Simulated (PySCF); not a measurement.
# CdCl: from the state search to spectroscopic constants

An exercise on one series of results from a longer session: the logs are not shown, and one member is left open.

Computed with PySCF 2.14.0. Level: Cd x2c-TZVPPall, Cl x2c-TZVPPall, spin-free X2C with a Gaussian nucleus.

The first run:

The job is set up so:

```yaml
atoms: Cd, Cl
charge: 0
basis: Cd x2c-TZVPPall, Cl x2c-TZVPPall
Hamiltonian: spin-free X2C with a Gaussian nucleus
basis_functions: 121
electrons_treated: 65
masses_in_u: 113.9034, 34.9689
levels: PBE0, PBE, r²SCAN, revPBE, M06, r²SCANh, BHandHLYP, ωB97X, HF, MP2, SCS-MP2
grid: 80 radial by 434 angular points
occupations: held fixed by the projection of orbital angular momentum
dissociation_limit: Cd + Cl, each in its ground configuration
starting_distance_in_angstrom: 2.370
values_of_2S_to_try: 1, 3
```

The run is started by

```console
$ OMP_NUM_THREADS=2 python dia.py task.json out
```

Steps of the session up to this table: The job; PBE0 along the bond; Excited determinants; PBE (GGA); r²SCAN (meta-GGA); revPBE (GGA); M06; r²SCANh; BHandHLYP; ωB97X; UHF.

One of the session's tables, all rows but one given; the rest of the session is left out.

| level | Re (Å) | ωe (cm⁻¹) | De (eV) | μ (D) |
| --- | --- | --- | --- | --- |
| UHF | 2.381 | 325 | 1.67 | -4.02 |
| UHF-MP2 | 2.324 | 338 | 1.84 | n/a |
| UHF-SCS-MP2 | 2.342 | 331 | 1.69 | n/a |
| PBE | 2.381 | 293.7 | 1.97 | -3.15 |
| revPBE | 2.399 | 285.0 | 1.83 | -3.26 |
| r²SCAN | 2.356 | 316 | 2.16 | -3.32 |
| r²SCANh | 2.351 | 321 | 2.14 | -3.40 |
| PBE0 | 2.357 | 315 | 2.02 | -3.43 |
| M06 | 2.376 | 306 | 1.69 | -3.59 |
| BHandHLYP | 2.368 | 317 | 1.79 | -3.74 |
| ωB97X | ? | ? | ? | ? |

Estimate the missing values for ωB97X.

The run gave: Re (Å): 2.354; ωe (cm⁻¹): 322; De (eV): 1.86; μ (D): -3.60. In the column «Re (Å)» it lies between r²SCANh (2.351) and r²SCAN (2.356).

De is counted to Cd + Cl in their ground configurations.
